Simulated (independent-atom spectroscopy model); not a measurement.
**Angle-resolved XPS of Co on GaN**

Aim: the ratio of the Co 2s peak of the film to the Ga 2s peak of the substrate as the sample is tilted.

Program: independent-atom spectroscopy model, version 2. Model: angle-resolved photoelectron peak ratio of a uniform film on a substrate: exponential attenuation with lengths from TPP-2M (nominal gaps) and the elastic albedo, Dirac-Hartree-Slater cross sections, magic-angle geometry. All values are calculated.

**1. The sample**

0.53 nm of Co (8.82 g/cm³) on GaN (6.15 g/cm³).

**2. The run**

Settings:

```json
{
  "film": "Co",
  "film_density": 8.82,
  "base": "GaN",
  "base_density": 6.15,
  "photon_energy": 5414.7,
  "film_peak": "Co 2s",
  "base_peak": "Ga 2s",
  "thickness": 0.53,
  "emission_angle": [0, 10, 20, 30, 40, 45, 50, 55]
}
```

Units: film_density in g/cm³, base_density in g/cm³, photon_energy in eV, thickness in nm, emission_angle in degrees.

What does the calculation give? Wanted: ratio at normal emission; ratio at 55°.

As calculated:

| quantity | value |
| --- | --- |
| ratio at normal emission | 0.146 |
| ratio at 55° | 0.268 |
| attenuation length of the substrate peak in the film | 4.22 nm |
| thickness over that length | 0.13 |

At 0° the substrate keeps 88 % of its signal through 0.13 attenuation lengths of film. Tilting to 55° lengthens the path by 1/cos θ and raises the ratio 1.8-fold. Islands, roughness and grazing exit, where elastic scattering matters more, are outside the model.
